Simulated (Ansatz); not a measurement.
Relaxation of a periodic cell of 17 atoms, Mg9O8 (host MgO, host structure Fm-3m, interstitial Mg), to a largest force component of 0.03 eV/Å in at most 60 steps.

These are results of DFT PBE-D3(BJ), scalar-relativistic, plane waves, PAW in Ansatz, not measurements. Settings: PAW set soft_1, cutoff 420 eV, k mesh 2x2x2, gaussian smearing 0.02 eV, no spin polarisation.

```xyz
17
Lattice="0.0000 4.2250 4.2250 4.2250 0.0000 4.2250 4.2250 4.2250 0.0000" Properties=species:S:1:pos:R:3
Mg 0.000 0.000 0.000
O 2.112 2.112 2.112
Mg 2.112 2.112 0.000
O 4.225 4.225 2.112
Mg 2.112 0.000 2.112
O 4.225 2.112 4.225
Mg 4.225 2.112 2.112
O 6.338 4.225 4.225
Mg 0.000 2.112 2.112
O 2.112 4.225 4.225
Mg 2.112 4.225 2.112
O 4.225 6.338 4.225
Mg 2.112 2.112 4.225
O 4.225 4.225 6.338
Mg 4.225 4.225 4.225
O 6.338 6.338 6.338
Mg 3.140 5.205 5.301
```

Task: Where does it end, and by what steps?

Result: The forces met the threshold. Limits of this set-up: coarse k mesh. After 10 steps the energy has fallen by 6.148 eV; Mg5 moved furthest, 0.37 Å.

| step | energy less start (eV) | largest force component (eV/Å) | accepted |
| --- | --- | --- | --- |
| 0 | 0.0000 | 6.908 | yes |
| 1 | -4.2335 | 3.747 | yes |
| 2 | -6.0729 | 0.303 | yes |
| 3 | -6.1067 | 0.159 | yes |
| 4 | -6.1276 | 0.116 | yes |
| 5 | -6.1360 | 0.119 | yes |
| 6 | -6.1406 | 0.068 | yes |
| 7 | -6.1433 | 0.126 | yes |
| 8 | -6.1462 | 0.084 | yes |
| 9 | -6.1470 | 0.045 | yes |
| 10 | -6.1475 | 0.014 | yes |

```xyz
17
Lattice="0.0000 4.2250 4.2250 4.2250 0.0000 4.2250 4.2250 4.2250 0.0000" Properties=species:S:1:pos:R:3
Mg -0.017 0.016 0.017
O 2.129 2.144 2.096
Mg 1.949 2.258 -0.161
O 4.158 4.288 2.048
Mg 1.897 -0.213 2.329
O 4.168 2.051 4.281
Mg 4.385 2.257 2.275
O 6.402 4.289 4.292
Mg -0.007 2.132 2.107
O 2.026 4.243 4.134
Mg 2.129 4.242 2.095
O 4.204 6.361 4.246
Mg 2.118 2.132 4.232
O 4.314 4.244 6.422
Mg 4.433 4.016 4.018
O 6.391 6.275 6.284
Mg 3.161 5.168 5.286
```

The run took 32 s on 1 thread of AMD EPYC 9B14 (Zen 4), with other jobs on the host, peak memory 0.46 GiB.
